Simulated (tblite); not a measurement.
# B15H15P16: the cost of one run

Computed with tblite 0.8.0 and PySCF 2.14.0 and routines of our own; the level stands in each step. Atoms count from 0.

## 1. The starting structure

46 atoms, charge 0, multiplicity 1; geometry from: force field, distance geometry or constructed start.

## 2. Relaxing the molecule with GFN2-xTB

What the job is given:

```
{"job": {"kind": "relax", "xc": "GFN2-xTB", "basis": "xTB"}, "charge": 0, "multiplicity": 1}
P      5.117500    -2.791800    -0.001600
B      3.498600    -1.857400    -0.006900
P      1.896100    -2.792300     0.001000
B      1.890200    -4.645600    -0.006200
P      3.500800    -5.581200     0.003400
B      5.109300    -4.650500    -0.002600
P     -2.941400     0.001700    -0.003300
B     -4.548900     0.932700     0.001500
P     -6.160400    -0.002100    -0.000400
B     -6.165900    -1.860800     0.001600
P     -4.554400    -2.791200    -0.002100
B     -2.944000    -1.862000    -0.000000
P      1.887500     2.790700     0.005000
B      0.282300     3.719400    -0.002700
P     -1.332900     2.795100     0.000200
B     -1.332600     0.930600     0.006300
P      0.280500     0.001900     0.000900
B      1.889800     0.926600    -0.001000
P      0.279500     5.581800     0.002500
B     -1.327900     6.510900     0.002700
P     -2.943800     5.583800     0.001500
B     -2.942400     3.721500    -0.000200
B      0.283500    -1.855400     0.006600
P     -1.334900    -2.794300    -0.001500
B     -1.330200    -4.647400     0.000900
P      0.274000    -5.580900     0.002500
P      3.502500     0.002300    -0.000700
P     -4.552900     2.790600     0.001200
P      5.113200     2.790400    -0.002000
B      3.502900     3.720400     0.003400
B      5.116200     0.930600    -0.001100
H      6.323100    -2.088700     0.000200
H      3.500800    -6.979900    -0.001900
H      6.127900    -5.236300     0.003700
H     -7.374300     0.701800    -0.003300
H     -7.175800    -2.442800    -0.002900
H     -4.553100    -4.189900    -0.004100
H      1.493500     6.282500    -0.002600
H     -1.329600     7.676100    -0.000100
H     -4.158700     6.283400     0.001200
H     -2.344000    -5.237300     0.003800
H      0.286000    -6.985600     0.003700
H     -5.759800     3.491000    -0.003600
H      6.327600     3.489500    -0.001800
H      3.498100     4.891700     0.002400
H      6.123900     0.346600    -0.003400
```

Run with:

```bash
$ OMP_NUM_THREADS=4 python large_run.py task.json out
```

One launch serves the whole session: the jobs run in the order shown.

Q: Estimate the wall time and peak memory of this first job on 4 threads of Arm Neoverse V1, shared host.

About 12 s, with a peak of 0.16 GiB.
